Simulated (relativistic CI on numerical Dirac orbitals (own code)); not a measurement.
# V⁺ (3d4) in crystal fields: levels and magnetism

Aim: the levels, ground state and powder susceptibility of V⁺ in 6 parametric crystal fields.

The numbers are computed with relativistic CI on numerical Dirac orbitals (own code) version 1 (Dirac-Coulomb-Breit CI, KLI orbitals optimised for each configuration, model QED (radiative potential, 1s self-energy scaled to tabulated hydrogen-like ionisation energies), valence Slater integrals scaled by 0.75, one configuration in a parametric crystal field), except any that are marked as measured or tabulated.

## (1) The system

```
ion            : V⁺ (V II)
nuclear charge : 23
electrons      : 22
open shell     : 3d4
Slater scale   : 0.75
field 1 (cm⁻¹) : Oh, 10Dq = 13800
field 2 (cm⁻¹) : Oh, 10Dq = 15700
field 3 (cm⁻¹) : Oh, 10Dq = 17600
field 4 (cm⁻¹) : Oh, 10Dq = 19500
field 5 (cm⁻¹) : Oh, 10Dq = 21400
field 6 (cm⁻¹) : Oh, 10Dq = 23300
```

Outer shells as boxes (Hund's rule):

[Ar] 3d4
```
[Ar] core
3d [↑ ][↑ ][↑ ][↑ ][  ]
```

## (2) Field 1: Oh, 10Dq = 13800

Settings, as recorded:

```ini
atom V  Z=23  charge=1  electrons=22
nucleus A=51  rms_radius_fm=3.6002
hamiltonian dirac-coulomb  breit=on  qed=on  c_scale=1
orbitals kli  potential=per-configuration
slater_scale 0.75
correlation none
mixing on
configurations
  [Ar] 3d4
end
crystal_field Oh 10Dq=13800
```

## (3) Field 2: Oh, 10Dq = 15700

Changes to the settings of step 2:

```diff
@@ -10,2 +10,2 @@
 end
-crystal_field Oh 10Dq=13800
+crystal_field Oh 10Dq=15700
```

## (4) Field 3: Oh, 10Dq = 17600

Changes to the settings of step 3:

```diff
@@ -10,2 +10,2 @@
 end
-crystal_field Oh 10Dq=15700
+crystal_field Oh 10Dq=17600
```

## (5) Field 4: Oh, 10Dq = 19500

Changes to the settings of step 4:

```diff
@@ -10,2 +10,2 @@
 end
-crystal_field Oh 10Dq=17600
+crystal_field Oh 10Dq=19500
```

## (6) Field 5: Oh, 10Dq = 21400

Changes to the settings of step 5:

```diff
@@ -10,2 +10,2 @@
 end
-crystal_field Oh 10Dq=19500
+crystal_field Oh 10Dq=21400
```

## (7) Field 6: Oh, 10Dq = 23300

Changes to the settings of step 6:

```diff
@@ -10,2 +10,2 @@
 end
-crystal_field Oh 10Dq=21400
+crystal_field Oh 10Dq=23300
```

(Steps that only read results are left out.)

Q: Predict the outcome of this session. Wanted: ground spin.

As calculated:

| field | ground state | degeneracy | S | J | first gap (cm⁻¹) | stabilisation (cm⁻¹) | χT at 2 K | χT at 300 K |
| --- | --- | --- | --- | --- | --- | --- | --- | --- |
| 1: Oh | A1 | 1 | 1.43 | 4.00 | 59 | -8317 | 0.121 | 2.310 |
| 2: Oh | A1 | 1 | 1.01 | 4.51 | 64 | -11167 | 0.102 | 1.522 |
| 3: Oh | A1 | 1 | 1.00 | 4.51 | 63 | -14135 | 0.103 | 1.503 |
| 4: Oh | A1 | 1 | 1.00 | 4.50 | 63 | -17116 | 0.102 | 1.492 |
| 5: Oh | A1 | 1 | 1.00 | 4.49 | 63 | -20106 | 0.102 | 1.484 |
| 6: Oh | A1 | 1 | 1.00 | 4.49 | 63 | -23102 | 0.102 | 1.478 |

χT is in cm³ K/mol; stabilisation counts from the free ion's lowest level; S and J come from the expectation values of their squares.

| quantity | value |
| --- | --- |
| ground spin (effective S from ⟨S²⟩) | 1: 1.43, 2: 1.01, 3: 1.00, 4: 1.00, 5: 1.00, 6: 1.00 |
| χT at 300 K | 1.48 to 2.31 cm³ K/mol |

What this shows: S of the ground state lies between 1.00 and 1.43: spin-orbit coupling mixes spin states. Fields 1, 2, 3, 4, 5, 6 leave a non-degenerate ground state well apart, so χT falls towards zero on cooling. The field is a set of parameters, without covalency or charge transfer.
